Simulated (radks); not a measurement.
**Ionisation energy and size from Lu⁴⁺ to Hg⁴⁺**

The task here is to estimate one member of a computed series from the others.

Program: radks (a radial shooting solver on a logarithmic mesh, Libxc functionals) version 1. Level of theory: Dirac Kohn-Sham, PBEsol, spin-unpolarised, spherical densities, finite nucleus; open shells fill j = l - 1/2 first. These are calculated values, not measurements, unless marked.

### The system

| Quantity | Value |
| --- | --- |
| species | Lu⁴⁺, Hf⁴⁺, Ta⁴⁺, W⁴⁺, Re⁴⁺, Os⁴⁺, Ir⁴⁺, Pt⁴⁺, Au⁴⁺, Hg⁴⁺ |
| runs | 20, each species and its next ion |

Set-up of the first run:

Input:

```text
Z 71
configuration [Xe] 4f13
relativity Dirac
functional pbe_sol,pbe_sol
spin unpolarised
j_filling energy
nucleus finite rms 5.37 fm
c 137.035999084
```

Steps of the session up to this table: Lu⁴⁺, [Xe] 4f13; Lu⁵⁺, [Xe] 4f12; Hf⁴⁺, [Xe] 4f14; Hf⁵⁺, [Xe] 4f13; Ta⁴⁺, [Xe] 4f14 5d1; Ta⁵⁺, [Xe] 4f14; W⁴⁺, [Xe] 4f14 5d2; W⁵⁺, [Xe] 4f14 5d1; Re⁴⁺, [Xe] 4f14 5d3; Re⁵⁺, [Xe] 4f14 5d2; Os⁴⁺, [Xe] 4f14 5d4; Os⁵⁺, [Xe] 4f14 5d3; Ir⁴⁺, [Xe] 4f14 5d5; Ir⁵⁺, [Xe] 4f14 5d4; Pt⁴⁺, [Xe] 4f14 5d6; Pt⁵⁺, [Xe] 4f14 5d5; Au⁴⁺, [Xe] 4f14 5d7; Au⁵⁺, [Xe] 4f14 5d6; Hg⁴⁺, [Xe] 4f14 5d8; Hg⁵⁺, [Xe] 4f14 5d7.

One table of the session follows, with a row left open; its other results are not shown here.

| species | Δ-SCF (eV) | −ε(HOMO) (eV) | its <r> (bohr) |
| --- | --- | --- | --- |
| Lu⁴⁺ | 68.393 | 56.782 | 1.35 |
| Hf⁴⁺ | 68.817 | 57.106 | 1.33 |
| Ta⁴⁺ | 48.073 | 41.594 | 1.71 |
| W⁴⁺ | 50.644 | 43.975 | 1.64 |
| Re⁴⁺ | 53.193 | 46.332 | 1.58 |
| Os⁴⁺ | 55.718 | 48.663 | 1.52 |
| Ir⁴⁺ | 56.635 | 49.528 | 1.50 |
| Pt⁴⁺ | 59.070 | 51.772 | 1.45 |
| Au⁴⁺ | ? | ? | ? |
| Hg⁴⁺ | 63.875 | 56.196 | 1.36 |

Estimate the missing values for Au⁴⁺.

As computed: Δ-SCF (eV): 61.482; −ε(HOMO) (eV): 53.993; its <r> (bohr): 1.40. In the column «Δ-SCF (eV)» it lies between Pt⁴⁺ (59.070) and Hg⁴⁺ (63.875).

Caveats from the session: For Lu⁴⁺, Hf⁴⁺ the highest level isn't the widest one, so −ε(HOMO) and <r> belong to different orbitals, and Δ-SCF follows the ion's typed configuration. Spin polarisation and multiplet splitting are left out, so open shells lie too high by an amount that depends on their filling.
